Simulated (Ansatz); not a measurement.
# C7H5BrO2: basis-set convergence

How large a basis does C7H5BrO2 need? Two functionals are run in growing sets.

The runs use Ansatz 0.2.0, Gaussian basis; one geometry, several basis sets.

The runs, in order: PBE0-D4/def2-SVP; ωB97M-V/def2-SVP; PBE0-D4/def2-QZVPP; ωB97M-V/def2-QZVPP; the functionals' def2-TZVPP values are taken from earlier runs.

1 further run of the same task is left out (it didn't finish).

## (1) The geometry

An earlier PBE0-D4 in a triple-zeta def2 set relaxation fixed the geometry.

SMILES `O=C(O)c1cccc(Br)c1`, 15 atoms, charge 0, spin multiplicity 1.

Atoms are counted from 1 here; the program's logs count them from 0.

Bond lengths: O1–C2 1.203 Å, C2–O3 1.344 Å, C2–C4 1.482 Å, O3–H11 0.967 Å, C4–C5 1.391 Å, C4–C10 1.391 Å, C5–C6 1.385 Å, C5–H12 1.082 Å, C6–C7 1.386 Å, C6–H13 1.083 Å, C7–C8 1.387 Å, C7–H14 1.083 Å, C8–Br9 1.886 Å, C8–C10 1.381 Å, C10–H15 1.082 Å. Angles: O1–C2–O3 122.4°, O1–C2–C4 124.6°, O3–C2–C4 112.9°, C2–O3–H11 106.2°, C2–C4–C5 122.2°, C2–C4–C10 117.3°, C5–C4–C10 120.5°, C4–C5–C6 119.6°, C4–C5–H12 119.8°, C6–C5–H12 120.7°, C5–C6–C7 120.5°, C5–C6–H13 120.1°, C7–C6–H13 119.4°, C6–C7–C8 119.3°, C6–C7–H14 120.7°, C8–C7–H14 120.0°, C7–C8–Br9 119.4°, C7–C8–C10 121.1° and more.

## (2) PBE0-D4 in def2-SVP

Contents of in.yaml:

```yaml
crystal:
  periodic: [false, false, false]
  atoms:
    - {symbol: O, position_ang: [2.256600, -1.729982, 0.828373]}
    - {symbol: C, position_ang: [1.650028, -1.308806, -0.120916]}
    - {symbol: O, position_ang: [1.969314, -1.637280, -1.383913]}
    - {symbol: C, position_ang: [0.490405, -0.389165, -0.038961]}
    - {symbol: C, position_ang: [-0.174852, 0.067503, -1.171449]}
    - {symbol: C, position_ang: [-1.252299, 0.926003, -1.031182]}
    - {symbol: C, position_ang: [-1.669748, 1.331038, 0.227292]}
    - {symbol: C, position_ang: [-0.995802, 0.866613, 1.347302]}
    - {symbol: Br, position_ang: [-1.561274, 1.415785, 3.060830]}
    - {symbol: C, position_ang: [0.080890, 0.010153, 1.228904]}
    - {symbol: H, position_ang: [2.728725, -2.232869, -1.324359]}
    - {symbol: H, position_ang: [0.153534, -0.250475, -2.151814]}
    - {symbol: H, position_ang: [-1.776567, 1.286874, -1.908031]}
    - {symbol: H, position_ang: [-2.511713, 2.001920, 0.341270]}
    - {symbol: H, position_ang: [0.612759, -0.357314, 2.096667]}
basis:
  gaussian: {orbitals: def2-SVP}
hamiltonian: {xc: pbe0, dispersion: d4}
output: {orbitals: {seedname: orbitals}}
```

Started as:

```sh
$ ansatz run in.yaml --threads 5 --pin off --events-out ev --progress --plain --max-ram 66560MiB --backend cpu
```

After this run come: ωB97M-V in def2-SVP; PBE0-D4 in def2-QZVPP; ωB97M-V in def2-QZVPP.

**Question.** What will the summary of the whole plan be? Wanted: PBE0-D4: double and triple zeta above quadruple; ωB97M-V: double and triple zeta above quadruple.

**Answer**, as computed:

| quantity | value |
| --- | --- |
| PBE0-D4: double and triple zeta above quadruple | 23.12, 2.01 eV |
| ωB97M-V: double and triple zeta above quadruple | 23.38, 1.91 eV |

What this shows: PBE0-D4 gains 21.11 eV from double to triple zeta, then 2.01 eV more. Total energies overstate the basis error of differences, where much of it tends to cancel.
